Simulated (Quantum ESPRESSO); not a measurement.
# TaAs (I4_1md) in Quantum ESPRESSO: reference runs

How does TaAs come out in PBE? The cell is run as given.

Everything below comes from runs of Quantum ESPRESSO 7.5. Logs are shortened: lines on timing, memory, paths and dates and some standing lists are left out, and cuts for length are marked.

## (1) Starting point

Symmetry: I4_1md, No. 109, tetragonal system. The conventional cell has a = 3.444 Å, b = 3.444 Å, c = 11.736 Å, α = 90.00°, β = 90.00°, γ = 90.00°. Around Ta (site symmetry 2mm) lie 6 As at 2.61 to 2.62 Å. Around As (site symmetry 2mm) lie 6 Ta at 2.61 to 2.62 Å.

The cell is a database's computed one.

## (2) Single point, PBE

pw.in reads:

```
&CONTROL
  calculation = 'scf'
  prefix = 'pwscf'
  outdir = './tmp'
  pseudo_dir = './pseudo'
  tprnfor = .true.
  tstress = .true.
  disk_io = 'low'
/
&SYSTEM
  ibrav = 0
  celldm(1) = 8
  nat = 4
  ntyp = 2
  ecutwfc = 55
  ecutrho = 440
  nbnd = 26
  occupations = 'smearing'
  smearing = 'fd'
  degauss = 0.00367493
/
&ELECTRONS
  conv_thr = 8d-10
  electron_maxstep = 120
  mixing_beta = 0.5
/
ATOMIC_SPECIES
Ta   180.9479 Ta_pbe_v1.uspp.F.UPF
As    74.9216 As.pbe-n-rrkjus_psl.0.2.UPF
CELL_PARAMETERS alat
 -0.4067194615349   0.4067194615349   1.3861003023181
  0.4067194615349  -0.4067194615349   1.3861003023181
  0.4067194615349   0.4067194615349  -1.3861003023181
ATOMIC_POSITIONS crystal
Ta     0.4999673000    0.4999673000    0.0000000000
Ta     0.2499673000    0.7499673000    0.5000000000
As     0.0826321200    0.0826321200    0.0000000000
As     0.8326321200    0.3326321200    0.5000000000
K_POINTS automatic
11 11 11 0 0 0
```

pp_density.in reads:

```
&INPUTPP
  prefix = 'pwscf'
  outdir = './tmp'
  filplot = 'density.dat'
  plot_num = 0
/
&PLOT
  nfile = 1
  filepp(1) = 'density.dat'
  iflag = 3
  output_format = 6
  fileout = 'density.cube'
/
```

pp_potential.in reads:

```
&INPUTPP
  prefix = 'pwscf'
  outdir = './tmp'
  filplot = 'potential.dat'
  plot_num = 11
/
&PLOT
  nfile = 1
  filepp(1) = 'potential.dat'
  iflag = 3
  output_format = 6
  fileout = 'potential.cube'
/
```

Potentials or basis: SSSP 1.3 efficiency PBE.

The run is started by

```console
$ OMP_NUM_THREADS=1 mpirun -n 2 pw.x -nk 2 -in pw.in > pw.out
$ OMP_NUM_THREADS=1 mpirun -n 1 pp.x -in pp_density.in > pp_density.out
$ OMP_NUM_THREADS=1 mpirun -n 1 pp.x -in pp_potential.in > pp_potential.out
```

pw.out:

```text
This program is part of the open-source Quantum ESPRESSO suite
     for quantum simulation of materials; please cite
[... 13 lines left out ...]
     --------------------
     sticks:   dense  smooth     PW     G-vecs:    dense   smooth      PW
     Sum        3577    1793    561                73335    26001    4629

     Using Slab Decomposition

     bravais-lattice index     =            0
     lattice parameter (alat)  =       8.0000  a.u.
     unit-cell volume          =     469.5853 (a.u.)^3
     number of atoms/cell      =            4
     number of atomic types    =            2
     number of electrons       =        36.00
     number of Kohn-Sham states=           26
     kinetic-energy cutoff     =      55.0000  Ry
     charge density cutoff     =     440.0000  Ry
     scf convergence threshold =      8.0E-10
     mixing beta               =       0.5000
     number of iterations used =            8  plain     mixing
     Exchange-correlation= PBE
                           (   1   4   3   4   0   0   0)

     celldm(1)=   8.000000  celldm(2)=   0.000000  celldm(3)=   0.000000
     celldm(4)=   0.000000  celldm(5)=   0.000000  celldm(6)=   0.000000

     crystal axes: (cart. coord. in units of alat)
               a(1) = (  -0.406719   0.406719   1.386100 )
               a(2) = (   0.406719  -0.406719   1.386100 )
               a(3) = (   0.406719   0.406719  -1.386100 )

     reciprocal axes: (cart. coord. in units 2 pi/alat)
               b(1) = (  0.000000  1.229349  0.360724 )
               b(2) = (  1.229349  0.000000  0.360724 )
               b(3) = (  1.229349  1.229349  0.000000 )

     PseudoPot. # 1 for Ta read from file:
     Ta_pbe_v1.uspp.F.UPF
     Pseudo is Ultrasoft + core correction, Zval = 13.0
     Generated by new atomic code, or converted to UPF format
     Using radial grid of  921 points,  7 beta functions with:
                l(1) =   0
                l(2) =   0
                l(3) =   1
                l(4) =   1
                l(5) =   2
                l(6) =   2
                l(7) =   3
     Q(r) pseudized with  6 coefficients,  rinner =    1.300   1.300   1.300
                                                       1.300   1.300   1.300
                                                       1.300

     PseudoPot. # 2 for As read from file:
     As.pbe-n-rrkjus_psl.0.2.UPF
     Pseudo is Ultrasoft + core correction, Zval =  5.0
     Generated using "atomic" code by A. Dal Corso  v.5.0.99 svn rev. 10869
     Using radial grid of 1209 points,  4 beta functions with:
                l(1) =   0
                l(2) =   0
                l(3) =   1
                l(4) =   1
     Q(r) pseudized with 0 coefficients

     atomic species   valence    mass     pseudopotential
     Ta               13.00   180.94790     Ta( 1.00)
     As                5.00    74.92160     As( 1.00)

      8 Sym. Ops. (no inversion) found ( 4 have fractional translation)

   Cartesian axes

     site n.     atom                  positions (alat units)
         1        Ta     tau(   1) = (   0.0000000   0.0000000   1.3860097  )
         2        Ta     tau(   2) = (   0.4067195  -0.0000000   0.6929595  )
         3        As     tau(   3) = (   0.0000000   0.0000000   0.2290728  )
         4        As     tau(   4) = (   0.0000000   0.4067195   0.9221230  )

     number of k points=   126  Fermi-Dirac smearing, width (Ry)=  0.0037

     Number of k-points >= 100: set verbosity='high' to print them.

     Dense  grid:    73335 G-vectors     FFT dimensions: (  96,  96,  90)

     Smooth grid:    26001 G-vectors     FFT dimensions: (  60,  60,  60)

     Initial potential from superposition of free atoms

     starting charge      35.9973, renormalised to      36.0000

     negative rho (up, down):  1.888E-01 0.000E+00
     Starting wfcs are   34 randomized atomic wfcs

     Self-consistent Calculation

     iteration #  1     ecut=    55.00 Ry     beta= 0.50
     Davidson diagonalization with overlap
     ethr =  1.00E-02,  avg # of iterations =  2.1

     Threshold (ethr) on eigenvalues was too large:
     Diagonalizing with lowered threshold

     Davidson diagonalization with overlap
     ethr =  2.21E-04,  avg # of iterations =  3.0

     negative rho (up, down):  1.938E-01 0.000E+00

     total energy              =    -320.30003826 Ry
     estimated scf accuracy    <       0.08614545 Ry

     iteration #  2     ecut=    55.00 Ry     beta= 0.50
     Davidson diagonalization with overlap
     ethr =  2.39E-04,  avg # of iterations =  2.0

     negative rho (up, down):  1.964E-01 0.000E+00

     total energy              =    -320.31711180 Ry
     estimated scf accuracy    <       0.01404732 Ry

     iteration #  3     ecut=    55.00 Ry     beta= 0.50
     Davidson diagonalization with overlap
     ethr =  3.90E-05,  avg # of iterations =  2.3

     negative rho (up, down):  1.993E-01 0.000E+00

     total energy              =    -320.31922380 Ry
     estimated scf accuracy    <       0.00194460 Ry

     iteration #  4     ecut=    55.00 Ry     beta= 0.50
     Davidson diagonalization with overlap
     ethr =  5.40E-06,  avg # of iterations =  2.5

     negative rho (up, down):  1.998E-01 0.000E+00

     total energy              =    -320.31928767 Ry
     estimated scf accuracy    <       0.00007806 Ry

     iteration #  5     ecut=    55.00 Ry     beta= 0.50
     Davidson diagonalization with overlap
     ethr =  2.17E-07,  avg # of iterations =  2.7

     negative rho (up, down):  1.998E-01 0.000E+00

     total energy              =    -320.31929964 Ry
     estimated scf accuracy    <       0.00000369 Ry

     iteration #  6     ecut=    55.00 Ry     beta= 0.50
     Davidson diagonalization with overlap
     ethr =  1.02E-08,  avg # of iterations =  2.1

     negative rho (up, down):  1.998E-01 0.000E+00

     total energy              =    -320.31930042 Ry
     estimated scf accuracy    <       0.00000012 Ry

     iteration #  7     ecut=    55.00 Ry     beta= 0.50
     Davidson diagonalization with overlap
     ethr =  3.28E-10,  avg # of iterations =  2.4

     negative rho (up, down):  1.998E-01 0.000E+00

     total energy              =    -320.31930041 Ry
     estimated scf accuracy    <       0.00000004 Ry

     iteration #  8     ecut=    55.00 Ry     beta= 0.50
     Davidson diagonalization with overlap
     ethr =  1.02E-10,  avg # of iterations =  2.0

     negative rho (up, down):  1.998E-01 0.000E+00

     total energy              =    -320.31930042 Ry
     estimated scf accuracy    <          1.9E-09 Ry

     iteration #  9     ecut=    55.00 Ry     beta= 0.50
     Davidson diagonalization with overlap
     ethr =  5.17E-12,  avg # of iterations =  2.0

     negative rho (up, down):  1.998E-01 0.000E+00

     End of self-consistent calculation

     Number of k-points >= 100: set verbosity='high' to print the bands.

     the Fermi energy is    15.1102 ev

!    total energy              =    -320.31930042 Ry
     estimated scf accuracy    <          1.9E-11 Ry
     smearing contrib. (-TS)   =      -0.00034017 Ry
     internal energy E=F+TS    =    -320.31896025 Ry

     The total energy is F=E-TS. E is the sum of the following terms:
     one-electron contribution =     -47.08493683 Ry
     hartree contribution      =      39.84809788 Ry
     xc contribution           =    -103.20470929 Ry
     ewald contribution        =    -209.87741202 Ry

     convergence has been achieved in   9 iterations

     negative rho (up, down):  1.998E-01 0.000E+00

     Forces acting on atoms (cartesian axes, Ry/au):

     atom    1 type  1   force =     0.00000000    0.00000000    0.00077603
     atom    2 type  1   force =    -0.00000000    0.00000000    0.00077603
     atom    3 type  2   force =     0.00000000    0.00000000   -0.00077603
     atom    4 type  2   force =    -0.00000000   -0.00000000   -0.00077603

     Total force =     0.001552     Total SCF correction =     0.000000

     Computing stress (Cartesian axis) and pressure

     negative rho (up, down):  1.998E-01 0.000E+00
          total   stress  (Ry/bohr**3)                   (kbar)     P=       26.71
   0.00020941  -0.00000000   0.00000000           30.81       -0.00        0.00
  -0.00000000   0.00020941   0.00000000           -0.00       30.81        0.00
   0.00000000   0.00000000   0.00012591            0.00        0.00       18.52

=------------------------------------------------------------------------------=
   JOB DONE.
=------------------------------------------------------------------------------=
```

Run time: 2.5 min. Hardware: 2 MPI ranks of Intel Xeon 6975P-C (Granite Rapids), shared host; peak memory 0.82 GiB.

What came out:

```
Free energy            : -4358.1661 eV
Pressure               : 2.7 GPa
Largest force          : 0.020 eV/Å
Band gap on the k mesh : none (metal or under the smearing width)
```

Forces in eV/Å, atoms in the order of the input:
```
Ta   0.000  0.000  0.020
Ta   0.000  0.000  0.020
As   0.000  0.000 -0.020
As   0.000  0.000 -0.020
```

Levels at points of the mesh, in eV from the Fermi level:
```csv
k point,band 14,band 15,band 16,band 17,band 18,band 19,band 20,band 21,band 22,band 23
"(0.00, 0.00, 0.00)",-2.46,-2.34,-1.92,-1.61,-1.61,0.93,1.64,2.33,3.12,3.12
```

The run has no spin-orbit coupling, so splittings on Ta are missing.
